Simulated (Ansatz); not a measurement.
**TaSb (element-swapped structure): how the settings move a single-point run**

How sensitive is a single-point run of TaSb (element-swapped structure) to its settings? A reference run comes first, then three runs with altered input.

Program: Ansatz 0.2.0. Level of theory: reference: DFT r2SCAN, plane waves, PAW, scalar-relativistic, no spin polarisation. These are calculated values, not measurements.

1 further run of the same task is left out (set aside as unsound or not needed).

### Step 1. The starting structure

The structure is tetragonal, space group I4_1/amd (No. 141). The conventional cell has a = 3.630 Å, b = 3.630 Å, c = 12.415 Å, α = 90.00°, β = 90.00°, γ = 90.00°. Ta (site symmetry -4m2) has 4 Sb at 2.57 Å as nearest neighbours. Sb (site symmetry -4m2) has 4 Ta at 2.57 Å as nearest neighbours.

As a file:

```
CELL_PARAMETERS angstrom
0.00000 3.62960 0.00000
3.62960 0.00000 0.00000
1.81480 1.81480 -6.20738
ATOMIC_POSITIONS crystal
Ta 0.00000 0.00000 0.00000
Ta 0.75000 0.25000 0.50000
Sb 0.50000 0.50000 0.00000
Sb 0.25000 0.75000 0.50000
```

### Step 2. The reference run

The input, input.yaml:

```yaml
crystal:
  lattice:
    - [0.0, 3.629602, 0.0]
    - [3.629602, 0.0, 0.0]
    - [1.814801, 1.814801, -6.207383]
  atoms:
    - { symbol: Ta, position: [0.0, 0.0, 0.0] }
    - { symbol: Ta, position: [0.75, 0.25, 0.5] }
    - { symbol: Sb, position: [0.5, 0.5, 0.0] }
    - { symbol: Sb, position: [0.25, 0.75, 0.5] }
  symmetry: { tolerance: 0.0003 }
kpoints:
  mp_grid: { grid: [5, 5, 5], shift: [0, 0, 0] }
magnetization:
  spin_polarized: false
scf:
  occupations: { method: fermi_dirac }
hamiltonian:
  pseudopotentials: { kind: paw }
  xc: r2scan
basis:
  ecutwfc: 500
output:
  forces: true
  stress: true
  eigenvalues: true
```

Command:

```bash
$ ansatz run input.yaml --threads 1 --pin off --max-ram 2560MiB --backend cpu --events-out ev --progress --plain --runs-dir out
```

The program printed, shortened:

```text
Warning: RAYON_NUM_THREADS=1 ignored (pool sized by the plan → 1); use --threads N
[...]
Pseudopotentials: kind: paw
Pseudopotential: Ta, paw, valence charge 13, recommended cutoff 500 eV (meta_gga), Ta.paw.azcp
Pseudopotential: Sb, paw, valence charge 15, recommended cutoff 500 eV (meta_gga), Sb.paw.azcp
Functional definition: r2SCAN
[...]
Crystal: 4 atoms, lattice volume = 81.776 Å³
Basis set: ecut = 500 eV, 2083 PW (Γ), exchange–correlation on 108×108×200 points (64 copies of the dense FFT grid, shifted against one another)
Bands: 34, of which v1, the nominal top of the filled ones, is band 28 counted from 1 (27 counted from 0)
Symmetry: 16 space group operations
Space group: I41/amd (ITA 141), of the structure as read, at distance tolerance 1.3e-3 Å
k-points: 18 of 125
[...]
SCF iter   1: F=—  HF=-32882.939721 eV  |F-HF|=—  |Δ(HF+E_count)|=         —  Δρ=7.56e-3  dr2=3.03e-2  dr2_τ=5.25e-2  ethr=1.77e-3  ⟨swp⟩=6.0  Hψ=2758  notcnv=0
[...]
SCF iter   7: F=-32883.043037 eV  HF=-32883.043037 eV  |F-HF|=3.66e-8  |Δ(HF+E_count)|=   5.55e-7  Δρ=8.31e-6  dr2=4.79e-8  dr2_τ=9.61e-10  ethr=1.79e-10  ⟨swp⟩=6.6  Hψ=2800  notcnv=0
[...]
SCF converged after 7 iterations
Free energy (F): -32883.043037 eV
[...]
E sigma→0 (E₀):  -32883.016933 eV
Entropy (-TS):   -0.052208 eV (-13.052 meV/atom)
Fermi energy:    16.636140 eV
[...]
--- Forces (eV/Å), atoms counted from 1 ---
  atom   1  Ta    -0.00000000     0.00000000     0.00000000
  atom   2  Ta     0.00000000     0.00000000    -0.00000000
  atom   3  Sb    -0.00000000     0.00000000     0.00000000
  atom   4  Sb     0.00000000     0.00000000    -0.00000000
[...]
--- Stress (GPa, compression-positive) ---
       38.848064       0.000000       0.000000
        0.000000      38.848064       0.000000
        0.000000       0.000000     -15.766062
  P = ⅓ Tr σ = 20.6434 GPa (206.434 kbar)
--- Band table (eV; the first three rows and the last of 18) ---
[...]
```

Wall time 3.1 s (1 thread of AMD EPYC 9R45 (Zen 5), shared host); peak memory 0.63 GiB.

### Step 3. Variant: ecutrho_ratio 6

input.yaml, as its differences from that of step 2:

```diff
@@ -22,2 +22,3 @@
   ecutwfc: 500
+  ecutrho_ratio: 6
 output:
@@ -26 +27,5 @@
   eigenvalues: true
+  write_density: true
+  write_potential: true
+  elf: true
+  volumetric_format: npy
```

Command:

```bash
$ ansatz run input.yaml --threads 1 --pin off --max-ram 2560MiB --backend cpu --events-out ev --progress --plain --runs-dir out
```

The program printed, shortened:

```text
Warning: RAYON_NUM_THREADS=1 ignored (pool sized by the plan → 1); use --threads N
[...]
[... 4 set-up lines as earlier in the session ...]
[...]
Crystal: 4 atoms, lattice volume = 81.776 Å³
Basis set: ecut = 500 eV, 2083 PW (Γ), exchange–correlation on 144×144×240 points (64 copies of the dense FFT grid, shifted against one another)
Bands: 34, of which v1, the nominal top of the filled ones, is band 28 counted from 1 (27 counted from 0)
[... 2 set-up lines as earlier in the session ...]
k-points: 18 of 125
[...]
SCF iter   1: F=—  HF=-32882.939694 eV  |F-HF|=—  |Δ(HF+E_count)|=         —  Δρ=7.57e-3  dr2=3.03e-2  dr2_τ=5.25e-2  ethr=1.77e-3  ⟨swp⟩=6.0  Hψ=2761  notcnv=0
[...]
SCF iter   7: F=-32883.043035 eV  HF=-32883.043035 eV  |F-HF|=4.08e-8  |Δ(HF+E_count)|=   5.98e-7  Δρ=8.63e-6  dr2=4.94e-8  dr2_τ=1.50e-9  ethr=1.79e-10  ⟨swp⟩=11.1  Hψ=4717  notcnv=0
[...]
SCF converged after 7 iterations
Free energy (F): -32883.043035 eV
[...]
E sigma→0 (E₀):  -32883.016931 eV
Entropy (-TS):   -0.052208 eV (-13.052 meV/atom)
Fermi energy:    16.636143 eV
[...]
--- Forces (eV/Å), atoms counted from 1 ---
  atom   1  Ta    -0.00000000     0.00000000     0.00000000
  atom   2  Ta     0.00000000     0.00000000    -0.00000000
  atom   3  Sb    -0.00000000     0.00000000     0.00000000
  atom   4  Sb     0.00000000     0.00000000    -0.00000000
[...]
--- Stress (GPa, compression-positive) ---
       38.848058       0.000000       0.000000
        0.000000      38.848058       0.000000
        0.000000       0.000000     -15.766050
  P = ⅓ Tr σ = 20.6434 GPa (206.434 kbar)
--- Band table (eV; the first three rows and the last of 18) ---
[...]
```

Run time: 4.6 s. Hardware: 1 thread of AMD EPYC 9R45 (Zen 5), shared host; peak memory 0.83 GiB.

Changing the numerical grids leaves the energy as it was (0.0 meV/atom).

### Step 4. The same system, input altered

input.yaml, as its differences from that of step 2:

```diff
@@ -17,4 +17,5 @@
   occupations: { method: fermi_dirac }
+  convergence: { dr2_threshold: 0.0001 }
 hamiltonian:
-  pseudopotentials: { kind: paw }
+  pseudopotentials: { kind: nc }
   xc: r2scan
@@ -26 +27,5 @@
   eigenvalues: true
+  write_density: true
+  write_potential: true
+  elf: true
+  volumetric_format: npy
```

Command:

```bash
$ ansatz run input.yaml --threads 1 --pin off --max-ram 2560MiB --backend cpu --events-out ev --progress --plain --runs-dir out
```

The program printed, shortened:

```text
Warning: basis.ecutwfc = 500 eV is below the records' recommended 1230 eV, and the density's cutoff is lower with it unless basis.ecutrho_ratio is high enough to keep the records' density cutoff: compare with a run at a higher cutoff
Warning: scf.convergence.dr2_threshold = 1e-4 eV is looser than this run's default, which is 1e-7 eV or tighter. The error in the forces grows as the threshold's square root, so leave the key out unless less accurate forces are enough
Warning: output.stress: scf.convergence.dr2_threshold = 1e-4 eV is looser than the 4e-10 eV advised for a printed stress (1e-10 eV for each atom of the cell: 4). What an SCF threshold leaves in a stress goes as its square root, and in the free energy as the threshold itself, and one [...]
Warning: RAYON_NUM_THREADS=1 ignored (pool sized by the plan → 1); use --threads N
[...]
Pseudopotentials: kind: nc
Pseudopotential: Ta, nc, valence charge 13, recommended cutoff 1220 eV (normal), Ta.nc.azcp
Pseudopotential: Sb, nc, valence charge 15, recommended cutoff 1230 eV (normal), Sb.nc.azcp
[... 1 set-up line as earlier in the session ...]
[...]
Crystal: 4 atoms, lattice volume = 81.776 Å³
Basis set: ecut = 500 eV, 2083 PW (Γ), exchange–correlation on 108×108×200 points (64 copies of the dense FFT grid, shifted against one another)
Bands: 34, of which v1, the nominal top of the filled ones, is band 28 counted from 1 (27 counted from 0)
[... 2 set-up lines as earlier in the session ...]
k-points: 18 of 125
[...]
SCF iter   1: F=—  HF=-8923.451359 eV  |F-HF|=—  |Δ(HF+E_count)|=         —  Δρ=2.97e-1  dr2=2.48e1  dr2_τ=3.70e2  ethr=3.10e-3  ⟨swp⟩=14.8  Hψ=4911  notcnv=0
[...]
SCF iter   6: F=-8911.930110 eV  HF=-8911.930082 eV  |F-HF|=2.78e-5  |Δ(HF+E_count)|=   4.46e-5  Δρ=3.67e-4  dr2=9.50e-5  dr2_τ=4.25e-5  ethr=1.79e-7  ⟨swp⟩=31.4  Hψ=10819  notcnv=0
[...]
SCF converged after 6 iterations
Free energy (F): -8911.930110 eV
[...]
E sigma→0 (E₀):  -8911.899830 eV
Entropy (-TS):   -0.060561 eV (-15.140 meV/atom)
Fermi energy:    16.905756 eV
[...]
--- Forces (eV/Å), atoms counted from 1 ---
  atom   1  Ta    -0.00000000     0.00000000    -0.00000000
  atom   2  Ta     0.00000000     0.00000000     0.00000000
  atom   3  Sb    -0.00000000     0.00000000     0.00000000
  atom   4  Sb     0.00000000     0.00000000    -0.00000000
[...]
--- Stress (GPa, compression-positive) ---
       33.555489       0.000000       0.000000
        0.000000      33.555489       0.000000
        0.000000       0.000000     -16.562519
  P = ⅓ Tr σ = 16.8495 GPa (168.495 kbar)
--- Band table (eV; the first three rows and the last of 18) ---
[...]
```

Run time: 4.7 s. Hardware: 1 thread of AMD EPYC 9R45 (Zen 5), shared host; peak memory 0.55 GiB.

### Step 5. Checking the result

The run converged and reported no error, with warnings (cutoff below recommended, force scf threshold loose, stress scf threshold loose). Its log warns: «basis.ecutwfc = 500 eV is below the records' recommended 1230 eV ...»

Look at the input: scf.convergence.dr2_threshold is 0.0001. The tolerance lets an unconverged density pass as converged.

To undo it: delete scf.convergence.dr2_threshold (the default then holds).

After a change of potentials the difference of the totals has no physical meaning; the pressure goes from 20.6 to 16.8 GPa. The cutoff is far under what these potentials recommend, so these values carry a basis error that can be large.

### Step 6. A further run, with the input changed

input.yaml, as its differences from that of step 2:

```diff
@@ -14,5 +14,7 @@
 magnetization:
-  spin_polarized: false
+  spin_polarized: true
+  initial_magnetization: 15
 scf:
   occupations: { method: fermi_dirac }
+  max_iter: 100
 hamiltonian:
```

Command:

```bash
$ ansatz run input.yaml --threads 1 --pin off --max-ram 2560MiB --backend cpu --events-out ev --progress --plain --runs-dir out
```

The program printed, shortened:

```text
Warning: where an SCF of this run starts from atoms to list the orders of its open shells, Ta (sites 0, 1, from 0) starts with 3.00 μB on its 5d shell, in the place of the 3.75 μB that the deck gives it: its open shells can hold no more by Hund's first rule. To start from spheres of the [...]
Warning: RAYON_NUM_THREADS=1 ignored (pool sized by the plan → 1); use --threads N
[...]
[... 4 set-up lines as earlier in the session ...]
[...]
Crystal: 4 atoms, lattice volume = 81.776 Å³
Basis set: ecut = 500 eV, 2083 PW (Γ), exchange–correlation on 108×108×200 points (64 copies of the dense FFT grid, shifted against one another)
Bands: 43, of which v1, the nominal top of the filled ones, is band 28 counted from 1 (27 counted from 0)
[... 2 set-up lines as earlier in the session ...]
Magnetic group: BNS 141.551 (UNI 1211), of the structure as read, at distance tolerance 1.3e-3 Å
k-points: 18 of 125
[...]
WARN: the starting moments were not kept: the SCF closed with an absolute magnetisation of 1.2e-5 μB, where they sum to 15 μB in size (4 sites). That is at most 0.1 of that sum. Measured as dr2_m measures the in/out step, that magnetisation stands 8.7e-12 eV from none, at or under the [...]
this state was not tested for a lower state beside it, because the mixer in use, unlike msr1, does not test its closes by its own steps (another_mixer; see scf.mixing.algorithm and scf.lower_state_search)
SCF converged after 22 iterations
Magnetization: -0.0000 μB (28.0000 up, 28.0000 down)
Absolute magnetization: 0.0000 μB (∫|ρ↑−ρ↓|, with the PAW one-centre terms)
Spin contamination: 0.0000 ħ² per cell (⟨S²⟩ above its minimum at these occupations)
Per-site moments (μB) at R_I (Å): [(-6.11105436514423e-7, 1.0586879272234055), (-6.111054366454254e-7, 1.0586879272234055), (-5.308449037877133e-7, 1.0586879272234055), (-5.308449035985156e-7, 1.0586879272234055)]
Free energy (F): -32883.043037 eV
[...]
E sigma→0 (E₀):  -32883.016933 eV
Entropy (-TS):   -0.052207 eV (-13.052 meV/atom)
Fermi energy:    16.636178 eV
[...]
--- Forces (eV/Å), atoms counted from 1 ---
  atom   1  Ta    -0.00000000     0.00000000     0.00000000
  atom   2  Ta     0.00000000     0.00000000    -0.00000000
  atom   3  Sb    -0.00000000     0.00000000     0.00000000
  atom   4  Sb     0.00000000     0.00000000    -0.00000000
[...]
--- Stress (GPa, compression-positive) ---
       38.848745       0.000000       0.000000
        0.000000      38.848745       0.000000
        0.000000       0.000000     -15.766503
  P = ⅓ Tr σ = 20.6437 GPa (206.437 kbar)
--- Band table (eV; the first three rows and the last of 36) ---
[...]
```

Wall time 15 s (1 thread of AMD EPYC 9R45 (Zen 5), shared host); peak memory 0.69 GiB.

### Step 7. Checking the result

The program finished normally, with warnings (given moment on shells, seeded moment not kept, stability check not made). Its log warns: «where an SCF of this run starts from atoms to list the orders of its open shells, Ta (sites 0, 1, from 0) starts with 3.00 μB on its 5d shell ...»

In the input, magnetization.spin_polarized is true; magnetization.initial_magnetization is 15. What could go wrong: unrealistic starting moment. The run ends with a total moment of 0.00 μB. Here it did no harm, as the sound run's energy shows (within 1 meV an atom).

The way back: delete magnetization.initial_magnetization (the default then holds) and set magnetization.spin_polarized to false.

With the changed spin polarisation the energy stays within 0.5 meV/atom: no moment survives, so both runs end on the same non-magnetic state.

### Step 8. Comparison

```tsv
run	ending	energy change	pressure (GPa)	gap (eV)	force (eV/Å)	cycles	time
reference	converged	0	20.6	0.00	0.00	7	3.1 s
1: ecutrho_ratio 6	converged	0.0 meV/atom	20.6	0.00	0.00	7	4.6 s
2: dr2_threshold 0.0001, pseudopotentials.kind nc	converged	not comparable	16.8	0.00	0.00	6	4.7 s
3: spin_polarized true, initial_magnetization 15	converged	0.0 meV/atom	20.6	0.00	0.00	22	15 s
```

Times don't compare one to one where runs were asked for different outputs or read a saved state (see the inputs); cycles may leave out searches for a lower state.

Residual by cycle in the longest SCF loop of each run; runs are numbered as in the table. The quantity is the density residual dr2, in eV.

```tsv
cycle	reference	run 1	run 2	run 3
1	0.0303	0.0303	24.8	2.72
3	0.00101	0.00101	0.0613	0.577
5	6.4e-6	6.8e-6	0.00123	0.161
7	4.8e-8	4.9e-8	-	0.0241
9	-	-	-	3.5e-4
11	-	-	-	1.4e-4
12	-	-	-	7.6e-6
14	-	-	-	7.1e-7
16	-	-	-	8.8e-8
18	-	-	-	4.2e-9
20	-	-	-	3.2e-10
22	-	-	-	9.4e-11
```

**Reading.** Of the converged runs whose energies compare with the reference's, none moves it noticeably. Run 2 ran under the cutoff that the potentials recommend, as the log warns, so basis error is mixed into its values, and swamps them where the cutoff is far short. The structure is not at rest: the sound run finds 21 GPa, so these are no properties of the relaxed crystal. 

The reference is no final answer either: its mesh is coarse for a cell with so small a gap or none; the structure is made up and not relaxed.
